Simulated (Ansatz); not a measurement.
# AlGeH4Cl (SMILES [Cl][AlH][GeH3]): HSE06/def2-SVP

What is the energy change on altering one bond length of AlGeH4Cl at HSE06/def2-SVP? 

The results are computed with Ansatz 0.2.0.

66 further runs of the same task are left out: 66 set aside as unsound or not needed. Runs told in other sessions of the task aren't counted.

## (1) The structure to begin with

AlGeH4Cl: 7 atoms, total charge 0, spin state singlet. SMILES: `[Cl][AlH][GeH3]`. Geometry: relaxed at PBE0-D4/def2-TZVP.

Bond lengths: Cl1–Al2 2.102 Å, Al2–Ge3 2.467 Å, Al2–H4 1.580 Å, Ge3–H5 1.540 Å, Ge3–H6 1.540 Å, Ge3–H7 1.540 Å. Angles: Cl1–Al2–Ge3 116.8°, Cl1–Al2–H4 116.5°, Ge3–Al2–H4 126.7°, Al2–Ge3–H5 111.0°, Al2–Ge3–H6 111.0°, Al2–Ge3–H7 112.3°, H5–Ge3–H6 107.2°, H5–Ge3–H7 107.6°, H6–Ge3–H7 107.6°.

## (2) The energy at HSE06/def2-SVP

Contents of input.yaml:

```yaml
crystal:
  periodic: [false, false, false]
  atoms:
    - {symbol: Cl, position_ang: [-2.499300, -1.527200, -0.126900]}
    - {symbol: Al, position_ang: [-0.425400, -1.314700, 0.144500]}
    - {symbol: Ge, position_ang: [0.501100, 0.959800, -0.093300]}
    - {symbol: H, position_ang: [0.379500, -2.632000, 0.480000]}
    - {symbol: H, position_ang: [0.225700, 1.522500, -1.499900]}
    - {symbol: H, position_ang: [-0.144000, 1.926400, 0.916800]}
    - {symbol: H, position_ang: [2.023700, 0.997300, 0.133100]}
basis:
  gaussian: {orbitals: def2-SVP}
hamiltonian: {xc: hse06}
accuracy: high
output: {orbitals: {seedname: orbitals}}
```

Launch:

```sh
$ ansatz run input.yaml --threads 1 --pin off --max-ram 2610MiB --events-out events.jsonl --progress --plain --runs-dir runs
```

What it wrote:

```text
Warning: RAYON_NUM_THREADS=1 ignored (pool sized by the plan → 1); use --threads N
Functional definition: HSE06
  name "HSE06"
  parameter a = 0.25
  parameter omega = 0.11/bohr
  exchange = pbe_x - a*pbe_x_sr(omega) + a*exact_x_sr(omega)
  correlation = pbe_c
1768 factors; integrals over basis functions are off by at most 6.3e-9 eV
103 factors; integrals over basis functions are off by at most 1.9e-9 eV
mean field evaluation 1: about -75675.8852 eV, gradient 1.7e1 eV
mean field evaluation 2: about -75676.1678 eV, gradient 1.4e1 eV
mean field evaluation 4: about -75676.6222 eV, gradient 3.4e-1 eV
mean field evaluation 8: about -75676.6970 eV, gradient 7.1e-2 eV
mean field evaluation 16: about -75676.6970 eV, gradient 4.2e-6 eV
mean field -75676.69704087 eV, -2781.0673207442 hartree, gradient 3.3e-8 eV, S^2 0.000000; 0 other end points of the search recorded, 0 dependent functions left out
reference -75676.69704453 eV, -2781.0673208789 hartree; 33, 33 occupied and 55, 55 virtual orbitals, 1768 factors
Total energy: -75676.69704453 eV, -2781.0673208789 hartree
```

It took 11 s on 1 thread of Arm Neoverse V1, shared host; peak memory 0.32 GiB.

## (3) The distorted shape at the same level

Contents of input.yaml:

```yaml
crystal:
  periodic: [false, false, false]
  atoms:
    - {symbol: Cl, position_ang: [-2.638288, -1.868407, -0.091227]}
    - {symbol: Al, position_ang: [-0.564388, -1.655907, 0.180173]}
    - {symbol: Ge, position_ang: [0.501100, 0.959800, -0.093300]}
    - {symbol: H, position_ang: [0.240512, -2.973207, 0.515673]}
    - {symbol: H, position_ang: [0.225700, 1.522500, -1.499900]}
    - {symbol: H, position_ang: [-0.144000, 1.926400, 0.916800]}
    - {symbol: H, position_ang: [2.023700, 0.997300, 0.133100]}
basis:
  gaussian:
    orbitals: def2-SVP
hamiltonian:
  xc: hse06
accuracy: high
output:
  orbitals: {seedname: orbitals}
```

Launch:

```sh
$ ansatz run input.yaml --threads 1 --pin off --max-ram 2610MiB --events-out events.jsonl --progress --plain --runs-dir runs
```

What it wrote, shortened:

```text
Warning: RAYON_NUM_THREADS=1 ignored (pool sized by the plan → 1); use --threads N
[... 6 set-up lines as earlier in the session ...]
1749 factors; integrals over basis functions are off by at most 6.3e-9 eV
103 factors; integrals over basis functions are off by at most 2.4e-9 eV
mean field evaluation 1: about -75675.3502 eV, gradient 1.8e1 eV
mean field evaluation 2: about -75675.5591 eV, gradient 1.5e1 eV
mean field evaluation 4: about -75676.2345 eV, gradient 5.2e-1 eV
mean field evaluation 8: about -75676.3070 eV, gradient 5.5e-2 eV
mean field evaluation 16: about -75676.3070 eV, gradient 2.6e-6 eV
mean field -75676.30699837 eV, -2781.0529869470 hartree, gradient 5.8e-8 eV, S^2 0.000000; 0 other end points of the search recorded, 0 dependent functions left out
reference -75676.30700213 eV, -2781.0529870849 hartree; 33, 33 occupied and 55, 55 virtual orbitals, 1749 factors
Total energy: -75676.30700213 eV, -2781.0529870849 hartree
```

Run time: 9.6 s. Hardware: 1 thread of Arm Neoverse V1, shared host; peak memory 0.31 GiB.

## (4) Summary of results

At HSE06/def2-SVP:

| quantity | value |
| --- | --- |
| first shape: total energy | -2781.06732 Eh |
| first shape: HOMO energy | -7.36 eV |
| first shape: LUMO energy | -2.29 eV |
| first shape: HOMO–LUMO gap | 5.08 eV |
| distorted shape: total energy | -2781.05299 Eh |
| distorted shape: HOMO energy | -6.94 eV |
| distorted shape: LUMO energy | -2.25 eV |
| distorted shape: HOMO–LUMO gap | 4.69 eV |
| energy change with the Al2–Ge3 bond stretched from 2.467 to 2.838 Å | 0.390 eV |

What this shows: With the Al2–Ge3 bond stretched from 2.467 to 2.838 Å the energy rises by 0.39 eV (9.0 kcal/mol). The first shape isn't relaxed at this level, so the change isn't measured from a minimum.
